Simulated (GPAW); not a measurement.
Crystal: RuS.

```
Ru S
1.0
     0.00000    2.54676    2.54676
     2.54676    0.00000    2.54676
     2.54676    2.54676    0.00000
Ru S
1 1
Direct
  0.50000 0.50000 0.50000
  0.00000 0.00000 0.00000
```

The cell comes from a database or a generator and needn't be the stable form of this composition.

Base run:

- Program: GPAW 26.7.0
- Functional: LDA
- Potentials or basis: the program's PAW data sets (release 1.2.1) made for this functional
- Cutoff: 600 eV
- Basis: pw
- k mesh: 6 × 6 × 6
- Occupations: gaussian, width 0.05 eV
- Spin: collinear spin, ferromagnetic start
- Starting moments: [1.0, 0.0] μB
- Hubbard terms: Ru d U = 4 eV

Its results: pressure -12.4 GPa.

**Question.** The run is repeated on the same cell with these changes: moments at the start from [1.0, 0.0] to [4.0, 0.0]; fixed moment from none to 4 μB. What comes out?

**Answer.** Pressure 8.0 GPa; site moments Ru +3.36; S +0.34 μB.

Caveats: the total moment is fixed, so each spin has its own Fermi level (some runs).
